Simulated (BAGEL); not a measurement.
# C2H2BN (SMILES B[C]C#N) at UHF/def2-SVPD (density fitting with qzvpp-jkfit)

What is the energy change on altering one bond length of C2H2BN at UHF/def2-SVPD (density fitting with qzvpp-jkfit)? 

The results are computed with BAGEL 1.2.2.

22 further runs of the same task are left out: 1 that didn't finish, 21 set aside as unsound or not needed.

## (1) The molecule

C2H2BN has 6 atoms, charge 0, and is taken as a triplet. SMILES: `B[C]C#N`. Geometry: relaxed at GFN2-xTB.

Bond lengths: B1–C2 1.467 Å, C2–C3 1.297 Å, C3–N4 1.187 Å, B1–H5 1.172 Å, B1–H6 1.173 Å. Angles: B1–C2–C3 179.7°, C2–C3–N4 179.9°, C2–B1–H5 120.4°, C2–B1–H6 120.3°, H5–B1–H6 119.3°.

## (2) A single-point energy at UHF/def2-SVPD (density fitting with qzvpp-jkfit)

Contents of calc.json:

```json
{ "bagel": [

{
  "title": "molecule",
  "basis": "def2-svpd.json",
  "df_basis": "qzvpp-jkfit",
  "angstrom": true,
  "geometry": [
    { "atom": "B", "xyz": [      -0.573930,       0.997560,      -0.188130 ] },
    { "atom": "C", "xyz": [       0.149480,      -0.256980,       0.044000 ] },
    { "atom": "C", "xyz": [       0.788000,      -1.365760,       0.256030 ] },
    { "atom": "N", "xyz": [       1.370220,      -2.382130,       0.449290 ] },
    { "atom": "H", "xyz": [      -0.992760,       1.252310,      -1.252840 ] },
    { "atom": "H", "xyz": [      -0.741000,       1.755000,       0.691650 ] }
  ]
},

{
  "title": "uhf",
  "nopen": 2
},

{
  "title": "print",
  "file": "orbitals.molden",
  "orbitals": true
}

]}
```

The basis set def2-SVPD is read from a file made from the Basis Set Exchange's data (not shown).

Started as:

```bash
$ BAGEL_NUM_THREADS=1 BAGEL calc.json > calc.out
```

The program printed:

```text
* using 1 threads per process

  ===============================================================
  ===============================================================

  *** Geometry ***

  { "atom" : "B", "xyz" : [     -1.084571,      1.885115,     -0.355514 ] },
  { "atom" : "C", "xyz" : [      0.282476,     -0.485622,      0.083148 ] },
  { "atom" : "C", "xyz" : [      1.489104,     -2.580912,      0.483827 ] },
  { "atom" : "N", "xyz" : [      2.589341,     -4.501573,      0.849035 ] },
  { "atom" : "H", "xyz" : [     -1.876045,      2.366523,     -2.367524 ] },
  { "atom" : "H", "xyz" : [     -1.400287,      3.316469,      1.307029 ] },

  Number of auxiliary basis functions:      338

  Since a DF basis is specified, we compute 2- and 3-index integrals:
    o Being stored without compression. Storage requirement is 0.025 GB

  Number of basis functions:       96
  Number of electrons      :       26

    * METHOD: MOLECULE                             0.17

  *** Open-shell HF ***

  === Nuclear Repulsion ===
    74.5604095496

      * DIIS with orbital gradients will be used.

  === UHF iteration (def2-svpd.json) ===
      0       -155.67474392          0.02321526           0.09
      1       -155.75967007          0.01771001           0.08
      2       -155.78065261          0.01584661           0.07
      3       -155.81502814          0.00170954           0.07
      4       -155.82186411          0.00088749           0.07
      5       -155.82512062          0.00068330           0.07
      6       -155.82726878          0.00044569           0.07
      7       -155.82821621          0.00019751           0.07
      8       -155.82829314          0.00007019           0.07
      9       -155.82830426          0.00002772           0.06
     10       -155.82830484          0.00001376           0.08
     11       -155.82830509          0.00000615           0.11
     12       -155.82830515          0.00000286           0.10
     13       -155.82830519          0.00000094           0.11
     14       -155.82830520          0.00000038           0.11
     15       -155.82830520          0.00000019           0.11
     16       -155.82830520          0.00000007           0.10
     17       -155.82830520          0.00000003           0.08
     18       -155.82830520          0.00000001           0.07
     19       -155.82830520          0.00000000           0.07
    * SCF iteration converged.

    * S^2 (UHF) is 2.3338

    * Permanent dipole moment:
           (    0.470694,    -0.821241,     0.156213) a.u.

    * METHOD: UHF                                  1.81

    * METHOD: PRINT                                0.01

  ===============================================================
```

Run time: 2.2 s. Hardware: 1 thread of Intel Xeon Platinum 8375C at 2.90GHz (Ice Lake), shared host; peak memory 0.093 GiB.

## (3) The distorted shape, same level

Contents of calc.json:

```json
{ "bagel": [

{
  "title": "molecule",
  "basis": "def2-svpd.json",
  "df_basis": "qzvpp-jkfit",
  "angstrom": true,
  "geometry": [
    { "atom": "B", "xyz": [      -0.238852,       0.793751,       0.663674 ] },
    { "atom": "C", "xyz": [       0.484558,      -0.460789,       0.895804 ] },
    { "atom": "C", "xyz": [       1.123078,      -1.569569,       1.107834 ] },
    { "atom": "N", "xyz": [       1.705298,      -2.585939,       1.301094 ] },
    { "atom": "H", "xyz": [      -0.992760,       1.252310,      -1.252840 ] },
    { "atom": "H", "xyz": [      -0.405922,       1.551191,       1.543454 ] }
  ]
},

{ "title": "uhf", "nopen": 2 },

{ "title": "print", "file": "orbitals.molden", "orbitals": true }

]}
```

The basis set def2-SVPD is read from a file made from the Basis Set Exchange's data (not shown).

Started as:

```bash
$ BAGEL_NUM_THREADS=1 BAGEL calc.json > calc.out
```

The program printed:

```text
* using 1 threads per process

  ===============================================================
  ===============================================================

  *** Geometry ***

  { "atom" : "B", "xyz" : [     -0.451365,      1.499972,      1.254162 ] },
  { "atom" : "C", "xyz" : [      0.915682,     -0.870765,      1.692824 ] },
  { "atom" : "C", "xyz" : [      2.122310,     -2.966056,      2.093503 ] },
  { "atom" : "N", "xyz" : [      3.222546,     -4.886716,      2.458711 ] },
  { "atom" : "H", "xyz" : [     -1.876045,      2.366523,     -2.367524 ] },
  { "atom" : "H", "xyz" : [     -0.767081,      2.931326,      2.916705 ] },

  Number of auxiliary basis functions:      338

  Since a DF basis is specified, we compute 2- and 3-index integrals:
    o Being stored without compression. Storage requirement is 0.025 GB

  Number of basis functions:       96
  Number of electrons      :       26

    * METHOD: MOLECULE                             0.12

  *** Open-shell HF ***

  === Nuclear Repulsion ===
    72.8547325388

      * DIIS with orbital gradients will be used.

  === UHF iteration (def2-svpd.json) ===
      0       -155.51896577          0.02431968           0.09
      1       -155.62038527          0.02015294           0.09
      2       -155.65135964          0.01805594           0.07
      3       -155.69836507          0.00214339           0.07
      4       -155.70858291          0.00119813           0.06
      5       -155.71619250          0.00087337           0.07
      6       -155.72255845          0.00060394           0.09
      7       -155.72539954          0.00035375           0.11
      8       -155.72623365          0.00015282           0.07
      9       -155.72633541          0.00003965           0.07
     10       -155.72634305          0.00001576           0.07
     11       -155.72634346          0.00000947           0.07
     12       -155.72634368          0.00000579           0.06
     13       -155.72634376          0.00000317           0.06
     14       -155.72634379          0.00000185           0.06
     15       -155.72634379          0.00000101           0.07
     16       -155.72634379          0.00000049           0.06
     17       -155.72634379          0.00000027           0.07
     18       -155.72634379          0.00000016           0.07
     19       -155.72634379          0.00000010           0.08
     20       -155.72634379          0.00000006           0.07
     21       -155.72634379          0.00000004           0.07
     22       -155.72634379          0.00000003           0.07
     23       -155.72634379          0.00000002           0.07
     24       -155.72634379          0.00000001           0.06
     25       -155.72634379          0.00000001           0.07
    * SCF iteration converged.

    * S^2 (UHF) is 2.7601

    * Permanent dipole moment:
           (    0.346341,    -0.731626,    -0.134981) a.u.

    * METHOD: UHF                                  1.98

    * METHOD: PRINT                                0.01

  ===============================================================
```

It took 2.3 s on 1 thread of Intel Xeon Platinum 8375C at 2.90GHz (Ice Lake), shared host; peak memory 0.092 GiB.

## (4) Results

Level: UHF/def2-SVPD (density fitting with qzvpp-jkfit).

```
                                                         quantity          value
                                        first shape: total energy  -155.82831 Eh
                                       first shape: dipole moment         2.44 D
                                                first shape: ⟨S²⟩          2.334
                                    distorted shape: total energy  -155.72634 Eh
                                   distorted shape: dipole moment         2.09 D
                                            distorted shape: ⟨S²⟩          2.760
energy change with the B1–H5 bond stretched from 1.172 to 2.110 Å       2.775 eV
```

What this shows: With the B1–H5 bond stretched from 1.172 to 2.110 Å the energy rises by 2.77 eV (268 kJ/mol). The first shape isn't relaxed at this level, so the change isn't measured from a minimum. ⟨S²⟩ (first shape) is 2.33 where a pure triplet has 2.00: the reference is spin-contaminated. ⟨S²⟩ (distorted shape) is 2.76 where a pure triplet has 2.00: the reference is spin-contaminated.
